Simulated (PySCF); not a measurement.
# A diatomic session: ZnB+

One table from this session's results is given with a row withheld; the runs are named, their logs left out.

Computed with PySCF 2.14.0. Level: Zn def2-SVPD, B def2-SVPD, no relativity.

Set-up of the first run:

Settings of the job:

```json
{"atoms": "Zn, B", "charge": "1", "basis": "Zn def2-SVPD, B def2-SVPD", "Hamiltonian": "no relativity", "basis functions": "54", "electrons treated": "34", "masses in u": "63.9291, 11.0093", "levels": "PBE0, PBE, r²SCAN, TPSS, PBEsol, B2PLYP, LC-ωPBE, HF, MP2, SCS-MP2, CCSD, CCSD(T)", "grid": "80 radial by 434 angular points", "occupations": "held fixed by the projection of orbital angular momentum", "dissociation limit": "Zn + B+, each in its ground configuration", "starting distance in angstrom": "2.105", "values of 2S to try": "0, 2"}
```

Command:

```sh
OMP_NUM_THREADS=1 python dia.py task.json out
```

Steps of the session up to this table: Set-up; PBE0 along the bond; Excited determinants; PBE; r²SCAN (meta-GGA); TPSS (meta-GGA); PBEsol (GGA); B2PLYP; LC-ωPBE (range-separated hybrid); RHF (mean field); Adding correlation.

One table of the session follows, with a row left open; its other results are not shown here.

| level | Re (Å) | ωe (cm⁻¹) | De (eV) |
| --- | --- | --- | --- |
| RHF | 2.473 | 303 | 1.46 |
| RHF-MP2 | 2.347 | 346 | 1.96 |
| RHF-SCS-MP2 | ? | ? | ? |
| RHF-CCSD | 2.376 | 335 | 1.77 |
| RHF-CCSD(T) | 2.361 | 339 | 1.88 |
| PBE | 2.318 | 339 | 2.59 |
| PBEsol | 2.293 | 349 | 2.64 |
| TPSS | 2.325 | 343 | 2.65 |
| r²SCAN | 2.307 | 348 | 2.53 |
| PBE0 | 2.344 | 342 | 2.36 |
| LC-ωPBE | 2.293 | 372 | 2.21 |
| B2PLYP | 2.354 | 333 | 2.11 |

Estimate the missing values for RHF-SCS-MP2.

As computed: Re (Å): 2.367; ωe (cm⁻¹): 337; De (eV): 1.88. In the column «Re (Å)» it lies between RHF-CCSD(T) (2.361) and RHF-CCSD (2.376).
